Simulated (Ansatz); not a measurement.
Task: a rigid scan of one bond angle of BFH4OSi, SMILES B[SiH](O)F, with Ansatz's Python interface. Give the script and its output. Level of theory (for the species named): Hartree-Fock, def2-SVP basis, multiplicity 1.

```xyz
8

B    -1.2199    0.2936    0.3058
Si    0.5375   -0.3628    0.2410
O     1.4907    0.6544   -0.7499
F     0.5980   -1.9092   -0.4022
H    -2.0967   -0.2280    0.9027
H    -1.5392    1.3372   -0.3036
H     1.1131   -0.3959    1.6108
H     1.2085    0.5537   -1.6605
```

The script, `bfh4osi_bend.py`:
```python
"""Bending curve of BFH4OSi."""

import ansatz as az
from ase import Atoms


def main() -> None:
    atoms = Atoms(["B", "Si", "O", "F", "H", "H", "H", "H"], positions=[
        (-1.2199, 0.2936, 0.3058),
        (0.5375, -0.3628, 0.241),
        (1.4907, 0.6544, -0.7499),
        (0.598, -1.9092, -0.4022),
        (-2.0967, -0.228, 0.9027),
        (-1.5392, 1.3372, -0.3036),
        (1.1131, -0.3959, 1.6108),
        (1.2085, 0.5537, -1.6605),
    ])

    # start the scan from a relaxed geometry
    first = (
        az.Crystal.molecule_from_ase(atoms).calculation()
        .basis(gaussian="def2-SVP")  # the orbital basis, by name
        .functional("hf")
        .relax(force_tolerance=0.02, max_steps=80)  # relax until the tolerances are met
    )
    atoms.positions = first.run().report["positions_ang"]

    rows = []
    for angle in [90, 100, 110, 120, 135, 150, 165, 179]:
        bent = atoms.copy()
        bent.set_angle(1, 2, 7, angle, indices=[7])
        base = az.Crystal.molecule_from_ase(bent).calculation()
        base = base.basis(gaussian="def2-SVP")
        base = base.functional("hf")
        rows.append((angle, base.run().report["free_energy_ev"]))
    floor = min(e for _, e in rows)
    for angle, e in rows:
        print(f"angle Si1-O2-H7 = {angle:3d} deg   {1000 * (e - floor):9.1f} meV")


if __name__ == "__main__":
    main()
```

```console
$ python bfh4osi_bend.py
angle Si1-O2-H7 =  90 deg       435.4 meV
angle Si1-O2-H7 = 100 deg       175.9 meV
angle Si1-O2-H7 = 110 deg        41.7 meV
angle Si1-O2-H7 = 120 deg         0.0 meV
angle Si1-O2-H7 = 135 deg        51.4 meV
angle Si1-O2-H7 = 150 deg       166.8 meV
angle Si1-O2-H7 = 165 deg       275.4 meV
angle Si1-O2-H7 = 179 deg       324.9 meV
```

The scan is rigid, and the energies are electronic, in a modest basis. The zero is the lowest point of the grid, which needn't be the minimum. Hardware and time: 31 s on 1 thread of Arm Neoverse V2 (shared host), peak memory 0.21 GiB.

(A comment or docstring line of the script was reworded after the run, the code is as it ran.)
